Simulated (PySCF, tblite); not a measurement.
**C5H7ClSSi: geometry, infrared bands and NMR shifts**

Aim: predict the infrared bands and NMR shifts of C5H7ClSSi (`C[SiH2]c1ccc(Cl)s1`).

Computed with tblite 0.8.0 and PySCF 2.14.0, with density-fitted response routines of our own, on a single molecule in the gas phase. Atoms are numbered from 0 throughout.

**1. The starting structure**

15 atoms, charge 0, multiplicity 1; geometry from: force field or distance geometry start.

Bonds of the start (Å): C0–Si1 1.88, Si1–C2 1.86, C2–C3 1.33, C3–C4 1.35, C4–C5 1.36, C5–Cl6 1.76, C5–S7 1.81, S7–C2 1.82, C0–H8 1.10, C0–H9 1.12, C0–H10 1.10, Si1–H11 1.46, Si1–H12 1.46, C3–H13 1.12, C4–H14 1.11.

**2. Optimising the geometry with GFN2-xTB**

What the job is given:

```
{"job": {"kind": "relax", "xc": "GFN2-xTB", "basis": "xTB"}, "charge": 0, "multiplicity": 1}
C     -2.532200     0.408800     0.284200
Si    -1.424300    -0.263800    -1.081000
C      0.343000    -0.146500    -0.521700
C      0.820600    -0.331700     0.708700
C      2.147200    -0.199000     0.917000
C      2.904900     0.134600    -0.166900
Cl     4.644800     0.381600    -0.188400
S      1.772800     0.281300    -1.568500
H     -3.116700     1.264200    -0.078100
H     -1.831900     0.837200     1.050300
H     -3.144200    -0.371500     0.762600
H     -1.686900    -1.660300    -1.395400
H     -1.658000     0.622300    -2.214700
H      0.142200    -0.612900     1.557800
H      2.614400    -0.336200     1.912300
```

Command:

```console
OMP_NUM_THREADS=1 python probes_run.py task.json out
```

The driver reads the jobs from task.json and runs them one after another.

**Question.** This job is followed by: GFN2-xTB harmonic vibrations, gas phase; GIAO PBE0/pcSseg-1 NMR shielding, non-relativistic, gas phase. What will the session give for the following? strongest single infrared mode (GFN2-xTB); zero-point energy (GFN2-xTB); ¹³C shifts against TMS (PBE0/pcSseg-1); ¹H shifts against TMS (PBE0/pcSseg-1, means over atoms taken as alike); ²⁹Si shifts against TMS (PBE0/pcSseg-1); ³⁵Cl shifts against HCl (PBE0/pcSseg-1); ³³S shifts against CS2 (PBE0/pcSseg-1); surface potential, 1st and 99th percentile.

As calculated:

| quantity | value |
| --- | --- |
| strongest single infrared mode (GFN2-xTB) | 2218 cm⁻¹, 390 km/mol |
| zero-point energy (GFN2-xTB) | 62.1 kcal/mol |
| ¹³C shifts against TMS (PBE0/pcSseg-1) | 155.4, 141.2, 138.1, 131.7, -9.0 ppm |
| ¹H shifts against TMS (PBE0/pcSseg-1, means over atoms taken as alike) | 7.08, 7.04, 4.82, 0.48 ppm |
| ²⁹Si shifts against TMS (PBE0/pcSseg-1) | -54.5 ppm |
| ³⁵Cl shifts against HCl (PBE0/pcSseg-1) | 207 ppm |
| ³³S shifts against CS2 (PBE0/pcSseg-1) | 281 ppm |
| surface potential, 1st and 99th percentile | -0.46 V and 1.12 V |

Relaxing lowered the energy by 0.569 eV in 149 steps; the close pair that moved most is C2–S7, from 1.823 to 1.736 Å. No mode is imaginary among the 39: a minimum at this level. The strongest single mode, at 2218 cm⁻¹, moves mainly H11 and H12. GFN2-xTB is a fitted tight-binding method: band positions and strengths are rough. Its intensities can rank the bands wrongly. At PBE0/pcSseg-1: The widest tensor belongs to Cl6: span 477 ppm, with a paramagnetic part of -401 ppm. NICS(1)zz of -23 ppm above the planar ring from C2 marks a diatropic (aromatic) ring current. By nearest atom (PBE0/pcSseg-1), the HOMO sits on C2, C5 about 26 % each; Cl6 18 % and the LUMO on C2, C5 about 23 % each; S7 18 %.
